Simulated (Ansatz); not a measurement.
# Ga (sc type): how the settings move a single-point run

How sensitive is a single-point run of Ga (sc type) to its settings? A reference run comes first, then one run with altered input.

Method: reference: DFT, PBEsol, PAW with Ansatz's default frozen-core files, scalar-relativistic, in Ansatz 0.2.0.

### Step 1. The starting structure

Symmetry: Pm-3m, No. 221, cubic system. The conventional cell has a = 2.008 Å, b = 2.008 Å, c = 2.008 Å, α = 90.00°, β = 90.00°, γ = 90.00°. Around Ga (site symmetry m-3m) lie 6 Ga at 2.01 Å.

Coordinates:

```
CELL_PARAMETERS angstrom
2.00815 0.00000 0.00000
0.00000 2.00815 0.00000
0.00000 0.00000 2.00815
ATOMIC_POSITIONS crystal
Ga 0.00000 0.00000 0.00000
```

### Step 2. The reference run

input.yaml

```yaml
crystal:
  lattice:
    - [2.0081548312, 0.0, 0.0]
    - [0.0, 2.0081548312, 0.0]
    - [0.0, 0.0, 2.0081548312]
  atoms:
    - { symbol: Ga, position: [0.0, 0.0, 0.0] }
kpoints:
  mp_grid: { grid: [15, 15, 15] }
scf:
  occupations: { method: fermi_dirac, width: 0.1 }
hamiltonian:
  xc: pbesol
  pseudopotentials: { kind: paw }
output:
  forces: true
  stress: true
  eigenvalues: true
  write_density: true
  write_potential: true
  elf: true
  volumetric_format: npy
basis:
  ecutwfc: 250
```

Started as:

```bash
$ ansatz run input.yaml --threads 1 --pin off --max-ram 2048MiB --backend cpu --events-out ev --progress --plain --runs-dir out
```

### Step 3. Changed: starting moments, ecutrho_ratio 12, spin_polarized true

input.yaml, as its differences from that of step 2:

```diff
@@ -6,3 +6,3 @@
   atoms:
-    - { symbol: Ga, position: [0.0, 0.0, 0.0] }
+    - { symbol: Ga, position: [0.0, 0.0, 0.0], spin: 0.2 }
 kpoints:
@@ -18,7 +18,6 @@
   eigenvalues: true
-  write_density: true
-  write_potential: true
-  elf: true
-  volumetric_format: npy
 basis:
   ecutwfc: 250
+  ecutrho_ratio: 12
+magnetization:
+  spin_polarized: true
```

Before running it: what results should come out? Wanted: for each run, ending; energy change; pressure; gap; force.

As calculated:

| run | ending | energy change | pressure (GPa) | gap (eV) | force (eV/Å) | cycles | time |
| --- | --- | --- | --- | --- | --- | --- | --- |
| reference | converged | 0 | 389.4 | 0.00 | 0.00 | 6 | 1.2 s |
| 1: starting moments, ecutrho_ratio 12, spin_polarized true | converged | +3.1 meV/atom | 389.4 | 0.00 | 0.00 | 13 | 2.4 s |

Times don't compare one to one where runs were asked for different outputs or read a saved state (see the inputs); cycles may leave out searches for a lower state.

Residual by cycle in the longest SCF loop of each run; runs are numbered as in the table. The quantity is the density residual dr2, in eV.

| cycle | reference | run 1 |
| --- | --- | --- |
| 1 | 0.0556 | 0.646 |
| 2 | 0.0302 | 0.0793 |
| 3 | 0.00281 | 0.00516 |
| 4 | 3.8e-6 | 7.5e-4 |
| 5 | 9.7e-8 | 5.5e-5 |
| 6 | 7.2e-11 | 2.6e-6 |
| 8 | - | 1.6e-7 |
| 9 | - | 4.6e-8 |
| 10 | - | 8.9e-9 |
| 11 | - | 2.6e-9 |
| 12 | - | 9.3e-13 |
| 13 | - | 2.8e-14 |

**Reading.** Changing the spin polarisation and numerical grids moves the energy by +3.1 meV/atom. The moments died out, so spin adds nothing to this shift. The structure is not at rest: the sound run finds 389 GPa, so these are no properties of the relaxed crystal. 

At pressures up to 389 GPa the PAW spheres may overlap and frozen cores may not hold, so those PAW values are rough without an all-electron check.
